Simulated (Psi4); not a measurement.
# TiH4 (SMILES [H][Ti]([H])([H])[H]) at B3LYP/6-31G(d) (Cartesian functions)

What is the energy change on altering one bond length of TiH4 at B3LYP/6-31G* (Cartesian functions)? 

The results are computed with Psi4 1.11.

9 further runs of the same task are left out: 8 that didn't finish, 1 set aside as unsound or not needed.

## 1. Starting point

TiH4 has 5 atoms, charge 0, and is taken as a singlet. SMILES: `[H][Ti]([H])([H])[H]`. Geometry: a GFN2-xTB relaxation, a rough one for these elements and not checked as a minimum.

Bond lengths: Ti1–H2 1.731 Å, Ti1–H3 1.731 Å, Ti1–H4 1.731 Å, Ti1–H5 1.731 Å. Angles: H2–Ti1–H3 109.4°, H2–Ti1–H4 109.4°, H2–Ti1–H5 109.5°, H3–Ti1–H4 109.5°, H3–Ti1–H5 109.5°, H4–Ti1–H5 109.4°.

## 2. Energy and gradient at B3LYP/6-31G(d) (Cartesian functions)

The input, h4ti.py:

```python
import psi4

psi4.set_memory(1600000000)
psi4.set_num_threads(1)
psi4.core.set_output_file('h4ti.out', False)

molecule = psi4.geometry("""
0 1
Ti    -0.000010    -0.000210    -0.000150
H      0.010960    -0.016820     1.730970
H      1.628940     0.010440    -0.586290
H     -0.824250     1.416520    -0.557510
H     -0.815640    -1.409940    -0.587010
symmetry c1
""")

options = {'basis': '6-31G*', 'puream': False, 'e_convergence': 1e-09, 'd_convergence': 1e-08, 'scf_type': 'pk', 'dft_radial_points': 99, 'dft_spherical_points': 590}
psi4.set_options(options)

result, w = psi4.gradient("B3LYP", return_wfn=True)
psi4.oeprop(w, "WIBERG_LOWDIN_INDICES", "QUADRUPOLE", "DIPOLE", title="B3LYP")
print('gradient / Eh bohr^-1')
print(result.np.round(6))
print(f'energy = {w.energy():.10f} Eh')
for k, v in sorted(psi4.core.scalar_variables().items()):
    print(f'{k:45s} {v:18.10f}')
```

Run with:

```sh
$ python h4ti.py
```

h4ti.out:

```text
[...]
  Running in c1 symmetry.
[...]
  Nuclear repulsion =   28.021838281682800
[...]
  Multiplicity = 1
[...]
  Nalpha       = 13
  Nbeta        = 13
[...]
    Number of basis functions: 47
[...]
   @RKS iter   1:  -851.65587360865311   -5.22105e-01   5.57466e-03 DIIS/ADIIS
[...]
   @RKS iter   9:  -851.70050982032535   -1.17097e-11   7.53970e-09 DIIS
[...]
    Orbital Energies [Eh]
    ---------------------
    Doubly Occupied:
       1A   -178.949335     2A    -19.985770     3A    -16.699430
       4A    -16.699425     5A    -16.699422     6A     -2.442368
       7A     -1.550745     8A     -1.550728     9A     -1.550720
      10A     -0.347400    11A     -0.318271    12A     -0.318244
      13A     -0.318232
[...]
  @RKS Final Energy:  -851.70050982032535
   => Energetics <=
    Nuclear Repulsion Energy =             28.0218382816828004
    One-Electron Energy =               -1219.8186696579575710
    Two-Electron Energy =                 375.0556304206235723
    DFT Exchange-Correlation Energy =     -34.9593088646742487
    Empirical Dispersion Energy =           0.0000000000000000
    VV10 Nonlocal Energy =                  0.0000000000000000
    Total Energy =                       -851.7005098203252373
[...]
  -Total Gradient:
     Atom            X                  Y                   Z
    ------   -----------------  -----------------  -----------------
       1       -0.000004528686    -0.000034070025    -0.000024001617
       2        0.000061564754    -0.000053068293     0.007653728814
       3        0.007205187821     0.000041511531    -0.002572705692
       4       -0.003656645956     0.006258304523    -0.002453753122
       5       -0.003604549623    -0.006212999156    -0.002603384925
[...]
 Multipole Moments:
 ------------------------------------------------------------------------------------
     Multipole            Electronic (a.u.)      Nuclear  (a.u.)        Total (a.u.)
 ------------------------------------------------------------------------------------
 L = 1.  Multiply by 2.5417464519 to convert [e a0] to [Debye]
 Dipole X            :         -0.0000857            0.0000469           -0.0000389
 Dipole Y            :         -0.0015422            0.0009746           -0.0005677
 Dipole Z            :         -0.0011279            0.0007122           -0.0004157
 Magnitude           :                                                    0.0007047
 L = 2.  Multiply by 1.3450342976 to convert [e a0^2] to [Debye ang]
 Quadrupole XX       :        -32.0863348           14.2779111          -17.8084237
 Quadrupole XY       :          0.0032956           -0.0026474            0.0006482
[...]
```

The script printed:

```text
gradient / Eh bohr^-1
[[-5.000e-06 -3.400e-05 -2.400e-05]
 [ 6.200e-05 -5.300e-05  7.654e-03]
 [ 7.205e-03  4.200e-05 -2.573e-03]
 [-3.657e-03  6.258e-03 -2.454e-03]
 [-3.605e-03 -6.213e-03 -2.603e-03]]
energy = -851.7005098203 Eh
CURRENT ENERGY                                   -851.7005098203
CURRENT REFERENCE ENERGY                         -851.7005098203
DD SOLVATION ENERGY                                 0.0000000000
DFT FUNCTIONAL TOTAL ENERGY                      -851.7005098203
DFT TOTAL ENERGY                                 -851.7005098203
DFT VV10 ENERGY                                     0.0000000000
DFT XC ENERGY                                     -34.9593088647
GRID ELECTRONS ALPHA                               13.0000000151
GRID ELECTRONS BETA                                13.0000000151
GRID ELECTRONS TOTAL                               26.0000000301
NUCLEAR REPULSION ENERGY                           28.0218382817
ONE-ELECTRON ENERGY                             -1219.8186696580
PCM POLARIZATION ENERGY                             0.0000000000
PE ENERGY                                           0.0000000000
SCF ITERATION ENERGY                             -851.7005098203
SCF ITERATIONS                                      9.0000000000
SCF TOTAL ENERGY                                 -851.7005098203
TWO-ELECTRON ENERGY                               375.0556304206
XC GRID RADIAL POINTS                              99.0000000000
XC GRID SPHERICAL POINTS                          590.0000000000
XC GRID TOTAL POINTS                           282137.0000000000
```

Wall time 6 s (1 thread of AMD EPYC 9R45 (Zen 5), shared host); peak memory 0.6 GiB.

## 3. The distorted shape: a single-point energy at B3LYP/6-31G(d) (Cartesian functions)

The input, h4ti.in:

```
memory 1600 mb

molecule m {
  Ti
  H 1 1.731234
  H 1 1.731228 2 109.42929
  H 1 2.5968 3 109.50807 2 119.9566
  H 1 1.731183 3 109.48394 2 -120.04243
  units angstrom
  symmetry c1
}

set {
  basis                6-31G*
  puream               false
  e_convergence        1e-09
  d_convergence        1e-08
  scf_type             pk
  dft_radial_points    99
  dft_spherical_points 590
}

E, wfn = energy("b3lyp", return_wfn=True)
```

Run with:

```sh
$ psi4 h4ti.in h4ti.out -n 1
```

h4ti.out:

```text
[...]
  Running in c1 symmetry.
[...]
  Nuclear repulsion =   25.663623377220784
[...]
  Multiplicity = 1
[...]
  Nalpha       = 13
  Nbeta        = 13
[...]
    Number of basis functions: 47
[...]
   @RKS iter   1:  -851.56417740375434   -5.08643e-01   6.91453e-03 DIIS/ADIIS
[...]
   @RKS iter  13:  -851.63544370935040    6.82121e-13   1.75157e-09 DIIS
[...]
    Orbital Energies [Eh]
    ---------------------
    Doubly Occupied:
       1A   -178.976399     2A    -20.009882     3A    -16.724206
       4A    -16.723707     5A    -16.723699     6A     -2.464671
       7A     -1.572935     8A     -1.572303     9A     -1.572282
      10A     -0.356250    11A     -0.335016    12A     -0.334989
      13A     -0.253928
[...]
  @RKS Final Energy:  -851.63544370935040
   => Energetics <=
    Nuclear Repulsion Energy =             25.6636233772207838
    One-Electron Energy =               -1214.6420621684255821
    Two-Electron Energy =                 372.2296504238156558
    DFT Exchange-Correlation Energy =     -34.8866553419612373
    Empirical Dispersion Energy =           0.0000000000000000
    VV10 Nonlocal Energy =                  0.0000000000000000
    Total Energy =                       -851.6354437093503975
[...]
 Multipole Moments:
 ------------------------------------------------------------------------------------
     Multipole            Electronic (a.u.)      Nuclear  (a.u.)        Total (a.u.)
 ------------------------------------------------------------------------------------
 L = 1.  Multiply by 2.5417464519 to convert [e a0] to [Debye]
 Dipole X            :          1.1930495           -0.6633962            0.5296533
 Dipole Y            :          0.6878134           -0.3823900            0.3054234
 Dipole Z            :          0.4844747           -0.2692313            0.2152434
 Magnitude           :                                                    0.6481866
[...]
```

Run time: 6 s. Hardware: 1 thread of AMD EPYC 9R45 (Zen 5), shared host; peak memory 0.59 GiB.

## 4. Summary of results

Level: B3LYP/6-31G* (Cartesian functions).

| quantity | value |
| --- | --- |
| first shape: total energy | -851.70051 Eh |
| first shape: dipole moment | 0.00 D |
| first shape: HOMO energy | -8.66 eV |
| first shape: LUMO energy | -3.14 eV |
| first shape: HOMO–LUMO gap | 5.52 eV |
| first shape: largest force on an atom | 0.394 eV/Å |
| distorted shape: total energy | -851.63544 Eh |
| distorted shape: dipole moment | 1.65 D |
| distorted shape: HOMO energy | -6.91 eV |
| distorted shape: LUMO energy | -3.81 eV |
| distorted shape: HOMO–LUMO gap | 3.10 eV |
| energy change with the Ti1–H4 bond stretched from 1.731 to 2.597 Å | 1.771 eV |

What this shows: With the Ti1–H4 bond stretched from 1.731 to 2.597 Å the energy rises by 1.77 eV (171 kJ/mol). The first shape isn't relaxed at this level, so the change isn't measured from a minimum. A restricted reference can't describe the breaking bond well at this length. The largest force (first shape) is 0.39 eV/Å: the shape isn't a stationary point for this species at this level.
